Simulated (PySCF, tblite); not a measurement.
# Si₁₅H₂₆: electronic excitations, NMR shifts

What do calculations give for the electronic excitations, NMR shifts of Si₁₅H₂₆?

Programs: tblite 0.8.0 and PySCF 2.14.0, with routines of our own; each step states its level. All values are computed. Atoms count from 0.

## 1. The starting structure

41 atoms, charge 0, multiplicity 1; geometry from: force field, distance geometry or constructed start.

## 2. Relaxing the molecule with GFN2-xTB

What the job is given:

```
{"job": {"kind": "relax", "xc": "GFN2-xTB", "basis": "xTB"}, "charge": 0, "multiplicity": 1}
Si    -4.069600     0.133400     2.101500
Si    -4.077700     0.137800    -0.255500
Si    -4.069300     2.350100    -1.031500
Si    -4.075200     2.356800     2.880800
Si     5.525300    -0.974600    -1.029100
Si     1.682700    -0.973900    -1.035100
Si     3.606200    -4.297500    -1.035800
Si    -2.150900    -0.970700    -1.031000
Si     3.608800     0.133100    -0.249000
Si     5.523500    -3.191400    -0.247000
Si    -0.236300     0.134000    -0.250700
Si     1.683500    -3.192600    -0.248600
Si    -0.237600     2.353100    -1.027500
Si    -2.152100     3.460400     2.100400
Si    -2.156500     3.466100    -0.248400
H     -5.252100    -0.543000     2.589400
H     -2.898300    -0.541700     2.584000
H     -5.251300    -0.547000    -0.729600
H     -4.075100     2.354200    -2.470000
H     -5.247400     3.032100    -0.549800
H     -5.252500     3.035000     2.408500
H     -4.075400     2.353900     4.326800
H      5.529700    -0.968800    -2.465900
H      6.697800    -0.298900    -0.554000
H      1.686500    -0.970800    -2.471600
H      3.600000    -4.300100    -2.470000
H      3.606800    -5.654500    -0.553200
H     -2.154900    -0.972800    -2.471300
H     -2.153700    -2.330600    -0.554500
H      3.607200     0.135600     1.194800
H      3.609700     1.493400    -0.729700
H      6.700100    -3.868100    -0.728400
H      5.525300    -3.190500     1.189500
H     -0.232100     0.133900     1.195100
H      0.511400    -3.867600    -0.731900
H      1.686500    -3.188400     1.188500
H     -0.235000     2.352500    -2.476600
H      0.942500     3.033700    -0.555100
H     -2.153200     4.814700     2.583000
H     -0.983400     2.785600     2.584300
H     -2.154400     4.816300    -0.724800
```

Launch:

```console
OMP_NUM_THREADS=2 python large_run.py task.json out
```

The driver reads the jobs from task.json and runs them one after another.

Output:

```text
step      E/eV     max force
  0   -1060.21642    1.506
  1   -1060.53602    0.731
  2   -1060.63388    0.236
  3   -1060.64852    0.234
  4   -1060.69150    0.288
  5   -1060.72668    0.344
  6   -1060.75489    0.304
  7   -1060.76717    0.144
  8   -1060.77595    0.176
  9   -1060.78556    0.208
 10   -1060.79420    0.222
 11   -1060.79936    0.148
 12   -1060.80207    0.086
 13   -1060.80389    0.079
 14   -1060.80568    0.100
 15   -1060.80792    0.107
 16   -1060.81056    0.147
 17   -1060.81353    0.161
 18   -1060.81687    0.143
 19   -1060.82044    0.173
 20   -1060.82372    0.149
 21   -1060.82645    0.101
 22   -1060.82879    0.098
 23   -1060.83126    0.114
 24   -1060.83433    0.148
 25   -1060.83762    0.123
 26   -1060.84023    0.099
 27   -1060.84192    0.064
 28   -1060.84300    0.082
 29   -1060.84382    0.072
 30   -1060.84450    0.050
 31   -1060.84508    0.069
 32   -1060.84562    0.066
 33   -1060.84615    0.072
 34   -1060.84662    0.058
 35   -1060.84700    0.047
 36   -1060.84734    0.045
 37   -1060.84766    0.042
 38   -1060.84795    0.037
 39   -1060.84820    0.031
 40   -1060.84842    0.029
 41   -1060.84863    0.032
 42   -1060.84885    0.033
 43   -1060.84909    0.034
 44   -1060.84939    0.035
 45   -1060.84976    0.037
 46   -1060.85014    0.035
 47   -1060.85045    0.027
 48   -1060.85069    0.029
 49   -1060.85090    0.033
 50   -1060.85116    0.036
 51   -1060.85148    0.035
 52   -1060.85184    0.037
 53   -1060.85221    0.038
 54   -1060.85254    0.034
 55   -1060.85282    0.035
 56   -1060.85304    0.039
 57   -1060.85321    0.032
 58   -1060.85336    0.027
 59   -1060.85353    0.028
 60   -1060.85371    0.028
 61   -1060.85389    0.033
 62   -1060.85403    0.026
 63   -1060.85412    0.016
```

Run time: 3.2 s. Hardware: 2 threads of Arm Neoverse V1, shared host; peak memory 0.16 GiB.

Along the way:

```tsv
step	energy from step 0 (eV)	largest force (eV/Å)
0	0.0000	1.5062
1	-0.3196	0.7313
2	-0.4175	0.2358
3	-0.4321	0.2342
4	-0.4751	0.2879
5	-0.5103	0.3437
6	-0.5385	0.3042
7	-0.5508	0.1439
8	-0.5595	0.1761
12	-0.5856	0.0863
17	-0.5971	0.1607
21	-0.6100	0.1010
26	-0.6238	0.0993
31	-0.6287	0.0684
35	-0.6306	0.0470
40	-0.6320	0.0287
45	-0.6333	0.0366
49	-0.6345	0.0333
54	-0.6361	0.0331
59	-0.6371	0.0279
60	-0.6373	0.0277
61	-0.6375	0.0326
62	-0.6376	0.0270
63	-0.6377	0.0158
```

Close pairs (by a distance rule), those that changed most:

```tsv
bond	before (Å)	after (Å)	change (Å)
Si5–H24	1.437	1.489	+0.053
Si10–H33	1.446	1.493	+0.047
Si14–H40	1.432	1.478	+0.047
Si13–H39	1.434	1.474	+0.041
Si6–H25	1.434	1.474	+0.040
Si1–H17	1.439	1.478	+0.039
Si0–H16	1.435	1.474	+0.039
Si4–H22	1.437	1.474	+0.037
```

The end geometry stands in the next job.

## 3. Vibrational analysis with GFN2-xTB

What the job is given:

```
{"job": {"kind": "ir", "xc": "GFN2-xTB", "basis": "xTB"}, "charge": 0, "multiplicity": 1}
Si    -4.201256     0.210574     2.097204
Si    -4.166641     0.194166    -0.246598
Si    -4.140297     2.390738    -1.068663
Si    -4.050992     2.339510     3.015388
Si     5.647291    -1.035515    -0.959881
Si     1.717101    -0.990686    -0.941038
Si     3.719162    -4.372617    -0.961759
Si    -2.263016    -0.915206    -1.034170
Si     3.704872     0.065970    -0.305280
Si     5.651809    -3.264222    -0.292505
Si    -0.265638     0.154403    -0.467411
Si     1.794642    -3.240675    -0.307063
Si    -0.337852     2.418680    -1.034517
Si    -2.282227     3.533999     2.097545
Si    -2.251134     3.511902    -0.246603
H     -5.332942    -0.554621     2.636604
H     -3.031586    -0.562675     2.552874
H     -5.388329    -0.487513    -0.724210
H     -4.153186     2.398301    -2.537846
H     -5.379149     3.106267    -0.729368
H     -5.301350     3.061624     2.721224
H     -4.022488     2.323059     4.485034
H      5.702024    -1.005309    -2.432599
H      6.872328    -0.322126    -0.566317
H      1.774230    -1.022850    -2.428674
H      3.720860    -4.433819    -2.434442
H      3.713252    -5.790563    -0.569729
H     -2.311561    -1.060054    -2.497987
H     -2.234638    -2.305310    -0.560077
H      3.691973     0.167034     1.165241
H      3.686738     1.470665    -0.736837
H      6.869518    -3.967325    -0.718801
H      5.737107    -3.314358     1.177513
H     -0.325075     0.188797     1.023592
H      0.568957    -3.926612    -0.739247
H      1.699947    -3.281116     1.163395
H     -0.237269     2.533073    -2.498345
H      0.879807     3.089988    -0.560620
H     -2.185471     4.897024     2.635960
H     -1.027774     2.907992     2.553699
H     -2.272219     4.911098    -0.723674
```

Output:

```text
mode    cm-1     km/mol
  1       7.1      0.01
  2       9.7      0.00
  3      20.6      0.04
  4      24.9      0.03
  5      32.2      0.17
  6      51.4      0.59
  7      57.1      0.10
  8      59.6      1.08
  9      69.0      2.36
 10      81.1      0.15
 11      84.0      0.00
 12      87.2      0.38
 13      96.4     10.61
 14     104.2      2.98
 15     104.8      0.22
 16     105.4      0.13
 17     111.6      1.65
 18     134.7      0.34
 19     140.3      0.21
 20     141.6      0.70
 21     155.2     10.27
 22     196.0      0.35
 23     297.1      3.92
 24     302.4      0.88
 25     307.0      0.02
 26     307.4     12.01
 27     313.4     18.08
 28     314.9      4.03
 29     317.4      3.72
 30     319.7     19.04
 31     322.0     15.52
 32     333.5      4.71
 33     337.6      9.70
 34     340.5     24.38
 35     355.5      7.97
 36     360.8     44.18
 37     374.8    176.58
 38     385.2      7.66
 39     393.2     11.69
 40     401.6     37.94
 41     406.7      1.51
 42     440.2     15.49
 43     445.1      0.14
 44     447.4      0.43
 45     452.9      3.12
 46     459.9      0.06
 47     462.4      6.36
 48     467.9      2.16
 49     468.1     16.61
 50     476.2      0.06
 51     483.0     12.47
 52     488.4      0.06
 53     492.8      0.55
 54     500.3     47.06
 55     501.1   1664.39
 56     507.9     10.20
 57     514.9      0.28
 58     519.3      0.31
 59     527.8     90.25
 60     531.1    108.95
 61     531.8      4.52
 62     532.8      1.60
 63     533.6      0.06
 64     539.3      0.29
 65     541.8    505.04
 66     551.4     12.54
 67     555.9    313.26
 68     582.3    263.18
 69     588.7      1.95
 70     607.8    262.35
 71     619.0    652.46
 72     629.6   1047.18
 73     634.4    532.24
 74     644.9    241.26
 75     646.6     23.77
 76     647.2      3.67
 77     647.8     18.01
 78     648.3      2.25
 79     653.4     43.12
 80     661.5      0.87
 81     824.9     27.73
 82     830.2    225.04
 83     830.5     49.82
 84     831.0     17.77
 85     833.5    675.57
 86     833.9     19.53
 87     836.6     62.18
 88     838.0    933.37
 89     840.9    488.95
 90     854.1    137.35
 91     857.0     27.95
 92    1938.5     97.30
 93    1985.0    195.15
 94    2065.6    197.51
 95    2069.0    378.56
 96    2121.2     29.45
 97    2121.6     87.59
 98    2122.9     30.82
 99    2127.8      3.68
100    2133.3     23.64
101    2137.5     11.13
102    2140.2     63.42
103    2142.0      1.67
104    2151.8    257.39
105    2156.0    415.41
106    2158.6    394.10
107    2159.5     38.04
108    2161.3     48.59
109    2161.6    906.66
110    2163.5    646.88
111    2166.1    387.13
112    2168.5    764.75
113    2172.0    563.39
114    2174.2    179.16
115    2174.6    106.46
116    2175.4    583.89
117    2175.7    698.45
```

It took 11 s on 2 threads of Arm Neoverse V1, shared host; peak memory 0.16 GiB.

Which atoms move in the most intense modes:

```tsv
cm⁻¹	km/mol	atoms
501	1664.4	H33 23 %, H24 22 %, H27 12 %, H36 10 %
619	652.5	H24 15 %, H27 14 %, H36 14 %, H37 10 %
630	1047.2	H33 16 %, H18 13 %, H19 10 %
834	675.6	H29 11 %, H30 11 %
838	933.4	
2162	906.7	H19 45 %, H34 11 %
2168	764.8	H18 22 %, H30 18 %, H34 18 %
2176	698.5	H38 59 %, H15 19 %
```

## 4. Electronic excitations: TDDFT PBE0/def2-SVP

The job, as its differences from that of step 3:

```diff
@@ -1,2 +1,2 @@
-{"job": {"kind": "ir", "xc": "GFN2-xTB", "basis": "xTB"}, "charge": 0, "multiplicity": 1}
+{"job": {"kind": "uv", "basis": "def2-SVP", "grid": 1, "kgrid": 0, "vcut": 1.5, "nstates": 6, "ntriplets": 2, "tda": false, "delta": [], "pop": true, "xc": "PBE0"}, "charge": 0, "multiplicity": 1}
 Si    -4.201256     0.210574     2.097204
```

With the program's defaults for keys left out, this is: TDDFT PBE0/def2-SVP, vertical, gas phase, core orbitals frozen in the response, virtual orbitals cut by energy.

Output:

```text
start: PBE on a coarse grid of 38830 points
cycle   1  E = -4353.6930205307  dE =  1.774e-01  |g| = 3.269e-01  |ddm| = 6.248e+00
cycle   2  E = -4353.7046075047  dE = -1.159e-02  |g| = 2.573e-01  |ddm| = 7.700e-01
cycle   3  E = -4353.7229355089  dE = -1.833e-02  |g| = 1.479e-01  |ddm| = 6.234e-01
cycle   4  E = -4353.7319950172  dE = -9.060e-03  |g| = 2.036e-02  |ddm| = 2.780e-01
cycle   5  E = -4353.7321392973  dE = -1.443e-04  |g| = 9.328e-03  |ddm| = 5.035e-02
final grid: 150304 points
cycle   6  E = -4354.9055103560  dE = -1.048e-02  |g| = 2.960e-02  |ddm| = 3.877e-01
cycle   7  E = -4354.9055296360  dE = -1.928e-05  |g| = 2.745e-02  |ddm| = 9.969e-02
cycle   8  E = -4354.9058478151  dE = -3.182e-04  |g| = 5.173e-03  |ddm| = 5.350e-02
cycle   9  E = -4354.9058564835  dE = -8.668e-06  |g| = 1.171e-03  |ddm| = 9.423e-03
cycle  10  E = -4354.9058576268  dE = -1.143e-06  |g| = 4.168e-04  |ddm| = 2.685e-03
cycle  11  E = -4354.9058565787  dE =  1.048e-06  |g| = 1.568e-04  |ddm| = 9.109e-04
cycle  12  E = -4354.9058540956  dE =  2.483e-06  |g| = 2.075e-05  |ddm| = 3.138e-04
converged SCF energy = -4354.9058540956

Static polarisability (au): isotropic 440.213, principal 341.366 408.305 570.969

Singlet excitations
state   eV       nm        f      main configurations
  1   5.1395    241.2   0.04928   H-1->L 0.85, H-2->L 0.09
  2   5.2000    238.4   0.61870   H->L 0.92
  3   5.3438    232.0   0.00023   H-2->L 0.84
  4   5.5600    223.0   0.00946   H->L+2 0.80
  5   5.6082    221.1   0.00122   H-2->L+1 0.68, H-1->L+1 0.18
  6   5.6419    219.8   0.02744   H->L+1 0.62, H-3->L 0.20

Triplet excitations (Tamm-Dancoff, eV): 4.5951 4.6982
```

Run time: 67 s. Hardware: 2 threads of Arm Neoverse V1, shared host; peak memory 1.4 GiB.

The orbitals next to the gap, with their largest atomic shares:

```tsv
orbital	eV	atoms
HOMO−4	-8.11	Si1 17 %, Si0 16 %, Si14 15 %
HOMO−3	-8.09	Si13 15 %, Si14 15 %, Si0 14 %
HOMO−2	-7.76	Si2 20 %, Si1 12 %, Si14 12 %
HOMO−1	-7.72	Si5 14 %, Si10 13 %, Si7 12 %
HOMO	-7.59	Si5 16 %, Si10 16 %, Si12 8 %
LUMO	-1.62	Si10 19 %, Si5 18 %, Si1 6 %
LUMO+1	-1.11	Si0 14 %, Si13 14 %, Si1 12 %
LUMO+2	-1.08	Si5 16 %, Si10 15 %, Si11 9 %
LUMO+3	-0.78	Si9 11 %, Si8 9 %, Si11 9 %
```

With each of the 6 states as a Gaussian band of 0.4 eV half-width at 1/e, the curve within the window shown has maxima at 239 nm (ε 28,000) L/(mol cm). Beyond the last state computed it falls off for lack of states. The curve at chosen wavelengths:

nm, ε (L/mol/cm) and a bar:
```
      209       1651 
      212       2843 #
      214       3963 ###
      217       6227 #####
      219       8149 ########
      222      11603 ############
      224      14191 ###############
      227      18230 ###################
      229      20822 ######################
      232      24180 ##########################
      235      26505 #############################
      237      27325 ##############################
      240      27376 ##############################
      242      26657 #############################
      245      24623 ###########################
      247      22777 #########################
      250      19564 #####################
      253      16150 #################
      255      13921 ##############
      258      10822 ###########
      260       8984 #########
      263       6623 ######
      265       5319 ####
      268       3742 ##
      270       2918 #
      273       1970
```

Further results of this job:

```tsv
property	computed
dipole moment (D)	0.08
polarisability (Å³)	65.23
HOMO–LUMO gap (eV)	5.97
−ε(HOMO) (eV)	7.59
```

## 5. NMR shifts: GIAO KT3/pcSseg-1

The job, as its differences from that of step 4:

```diff
@@ -1,2 +1,2 @@
-{"job": {"kind": "uv", "basis": "def2-SVP", "grid": 1, "kgrid": 0, "vcut": 1.5, "nstates": 6, "ntriplets": 2, "tda": false, "delta": [], "pop": true, "xc": "PBE0"}, "charge": 0, "multiplicity": 1}
+{"job": {"kind": "nmr", "xc": "KT3", "basis": "pcSseg-1", "pop": false}, "charge": 0, "multiplicity": 1}
 Si    -4.201256     0.210574     2.097204
```

Method: GIAO KT3/pcSseg-1 NMR shielding, non-relativistic, gas phase.

Output:

```text
start: PBE on a coarse grid of 38830 points
cycle   1  E = -4355.5729666624  dE =  2.155e-01  |g| = 3.403e-01  |ddm| = 6.141e+00
cycle   2  E = -4355.5901868694  dE = -1.722e-02  |g| = 2.421e-01  |ddm| = 8.372e-01
cycle   3  E = -4355.6030922076  dE = -1.291e-02  |g| = 1.240e-01  |ddm| = 6.363e-01
cycle   4  E = -4355.6093450243  dE = -6.253e-03  |g| = 1.483e-02  |ddm| = 2.842e-01
cycle   5  E = -4355.6093917121  dE = -4.669e-05  |g| = 1.037e-02  |ddm| = 5.193e-02
cycle   6  E = -4355.6094310662  dE = -3.935e-05  |g| = 2.108e-03  |ddm| = 2.428e-02
final grid: 293998 points
cycle   7  E = -4392.8188256758  dE = -8.190e-02  |g| = 4.644e-01  |ddm| = 1.156e+00
cycle   8  E = -4392.8271290579  dE = -8.303e-03  |g| = 2.197e-01  |ddm| = 5.231e-01
cycle   9  E = -4392.8302515814  dE = -3.123e-03  |g| = 3.044e-02  |ddm| = 2.191e-01
cycle  10  E = -4392.8306175436  dE = -3.660e-04  |g| = 6.092e-03  |ddm| = 6.527e-02
cycle  11  E = -4392.8306344736  dE = -1.693e-05  |g| = 1.042e-03  |ddm| = 1.764e-02
cycle  12  E = -4392.8306340635  dE =  4.100e-07  |g| = 5.955e-04  |ddm| = 3.420e-03
cycle  13  E = -4392.8306319163  dE =  2.147e-06  |g| = 1.320e-04  |ddm| = 1.514e-03
cycle  14  E = -4392.8306329626  dE = -1.046e-06  |g| = 3.913e-05  |ddm| = 3.212e-04
converged SCF energy = -4392.8306329626

GIAO shielding tensors (ppm)
atom      isotropic    diamagn.    paramagn.     s11        s22        s33       span
  0 Si     479.261     884.532    -405.271    464.623    476.889    496.270     31.647
  1 Si     486.151     884.680    -398.529    476.420    489.606    492.427     16.007
  2 Si     476.211     883.781    -407.570    451.294    487.855    489.484     38.190
  3 Si     486.119     882.695    -396.576    467.718    493.560    497.079     29.361
  4 Si     474.842     882.776    -407.933    454.779    477.404    492.345     37.566
  5 Si     477.182     885.502    -408.320    441.641    488.330    501.573     59.932
  6 Si     474.893     882.783    -407.890    454.797    477.436    492.447     37.649
  7 Si     465.289     884.990    -419.702    452.208    458.010    485.649     33.441
  8 Si     472.952     885.420    -412.468    455.260    471.630    491.967     36.706
  9 Si     477.433     881.905    -404.472    460.803    479.010    492.485     31.681
 10 Si     484.804     886.314    -401.509    447.693    493.948    512.772     65.079
 11 Si     472.970     885.419    -412.449    455.285    471.625    491.999     36.714
 12 Si     465.252     884.988    -419.736    452.208    457.976    485.571     33.363
 13 Si     479.230     884.538    -405.308    464.588    476.838    496.263     31.675
 14 Si     486.043     884.674    -398.631    476.281    489.578    492.269     15.988
 15 H       28.091      30.355      -2.264     23.618     25.278     35.378     11.760
 16 H       28.272      31.956      -3.684     24.356     27.782     32.679      8.323
 17 H       27.966      31.139      -3.173     23.877     24.515     35.506     11.629
 18 H       28.171      30.918      -2.748     24.701     25.541     34.270      9.569
 19 H       28.040      31.217      -3.177     24.388     25.197     34.534     10.146
 20 H       28.337      29.769      -1.432     24.907     26.093     34.010      9.103
 21 H       28.250      29.174      -0.924     24.335     24.933     35.481     11.146
 22 H       28.254      30.118      -1.864     25.254     26.199     33.310      8.056
 23 H       28.039      28.564      -0.525     23.541     25.478     35.099     11.558
 24 H       28.223      33.618      -5.395     24.113     28.159     32.396      8.282
 25 H       28.256      30.123      -1.867     25.254     26.201     33.313      8.058
 26 H       28.040      28.570      -0.530     23.540     25.478     35.101     11.561
 27 H       28.091      32.509      -4.418     24.022     26.702     33.549      9.527
 28 H       28.016      32.794      -4.778     22.722     27.431     33.894     11.172
 29 H       28.295      32.625      -4.330     24.547     27.599     32.738      8.191
 30 H       28.051      32.223      -4.172     22.327     28.053     33.773     11.447
 31 H       28.132      27.025       1.108     23.770     25.250     35.377     11.607
 32 H       28.277      29.414      -1.137     25.306     26.051     33.475      8.169
 33 H       28.199      34.859      -6.660     23.965     28.485     32.147      8.182
 34 H       28.050      32.222      -4.172     22.321     28.056     33.775     11.454
 35 H       28.295      32.622      -4.328     24.547     27.600     32.738      8.191
 36 H       28.093      32.509      -4.416     24.028     26.702     33.551      9.523
 37 H       28.017      32.791      -4.774     22.730     27.429     33.893     11.163
 38 H       28.091      30.356      -2.265     23.619     25.277     35.377     11.759
 39 H       28.272      31.954      -3.681     24.358     27.781     32.679      8.321
 40 H       27.963      31.138      -3.175     23.875     24.514     35.501     11.626
```

Wall time 22 s (2 threads of Arm Neoverse V1, shared host); peak memory 0.92 GiB.

Shifts follow as δ = σ(reference) − σ, with reference shieldings (ppm) from runs at the same level and on the same kind of geometry: 1H TMS 31.76, 29Si TMS 361.7. The references are single molecules in the gas phase. Atoms listed in one row are averaged.

```tsv
atoms	environment	σ (ppm)	δ (ppm)
H17, H40	hydrogen on a silicon bonded to 3 Si	27.96	3.80
H28, H37	hydrogen on a silicon bonded to 2 Si	28.02	3.74
H23, H26	hydrogen on a silicon bonded to 2 Si	28.04	3.72
H19	hydrogen on a silicon bonded to 2 Si	28.04	3.72
H30, H34	hydrogen on a silicon bonded to 2 Si	28.05	3.71
H15, H38	hydrogen on a silicon bonded to 2 Si	28.09	3.67
H27, H36	hydrogen on a silicon bonded to 2 Si	28.09	3.67
H31	hydrogen on a silicon bonded to 2 Si	28.13	3.63
H18	hydrogen on a silicon bonded to 2 Si	28.17	3.59
H33	hydrogen on a silicon bonded to 3 Si	28.20	3.56
H24	hydrogen on a silicon bonded to 3 Si	28.22	3.54
H21	hydrogen on a silicon bonded to 2 Si	28.25	3.51
H22, H25	hydrogen on a silicon bonded to 2 Si	28.26	3.50
H16, H39	hydrogen on a silicon bonded to 2 Si	28.27	3.49
H32	hydrogen on a silicon bonded to 2 Si	28.28	3.48
H29, H35	hydrogen on a silicon bonded to 2 Si	28.29	3.47
H20	hydrogen on a silicon bonded to 2 Si	28.34	3.42
Si7, Si12	silicon bonded to 2 Si, 2 H	465.3	-103.6
Si8, Si11	silicon bonded to 2 Si, 2 H	473.0	-111.3
Si4, Si6	silicon bonded to 2 Si, 2 H	474.9	-113.2
Si2	silicon bonded to 2 Si, 2 H	476.2	-114.5
Si5	silicon bonded to 3 Si, H	477.2	-115.5
Si9	silicon bonded to 2 Si, 2 H	477.4	-115.8
Si0, Si13	silicon bonded to 2 Si, 2 H	479.2	-117.6
Si10	silicon bonded to 3 Si, H	484.8	-123.1
Si1, Si14	silicon bonded to 3 Si, H	486.1	-124.4
Si3	silicon bonded to 2 Si, 2 H	486.1	-124.4
```

Ring of atoms Si0, Si1, Si2, Si3, Si13, Si14: NICS(0) -2.0, NICS(1) -2.1, NICS(1)zz 3.1 ppm (means of both faces).

Ring of atoms Si1, Si2, Si7, Si10, Si12, Si14: NICS(0) -2.5, NICS(1) -2.0, NICS(1)zz 4.6 ppm (means of both faces).

Ring of atoms Si4, Si5, Si6, Si8, Si9, Si11: NICS(0) -2.2, NICS(1) -1.8, NICS(1)zz 5.8 ppm (means of both faces).

## 6. What came out

| quantity | value |
| --- | --- |
| strongest single infrared mode (GFN2-xTB) | 501 cm⁻¹, 1664 km/mol |
| zero-point energy (GFN2-xTB) | 134.6 kcal/mol |
| lowest singlet (PBE0/def2-SVP) | 5.14 eV (241 nm), f = 0.049 |
| brightest single state of those computed | state 2, 5.20 eV, f = 0.619 |
| lowest triplet | 4.60 eV |
| 1H shifts against TMS (KT3/pcSseg-1, means over atoms taken as alike) | 3.80, 3.74, 3.72, 3.72, 3.71, 3.67, 3.67, 3.63, 3.59, 3.56, 3.54, 3.51, 3.50, 3.49 ppm and more |
| 29Si shifts against TMS (KT3/pcSseg-1, means over atoms taken as alike) | -103.6, -111.3, -113.2, -114.5, -115.5, -115.8, -117.6, -123.1, -124.4, -124.4 ppm |

In words: All 117 modes are real, so the xTB geometry is a minimum. Unscaled tight-binding wavenumbers are off by several per cent, some by more. Its intensities can rank the bands wrongly. The first singlet state (HOMO−1→LUMO 0.85, HOMO−2→LUMO 0.09) lies at 5.14 eV and is weak; of the 6 states computed, the strongest absorption comes from state 2 at 5.20 eV. The lowest triplet lies 0.54 eV below the lowest singlet (triplets in Tamm-Dancoff, singlets in full TDDFT). At KT3/pcSseg-1: The largest span, 65 ppm, is at Si10, where the paramagnetic term is -402 ppm.
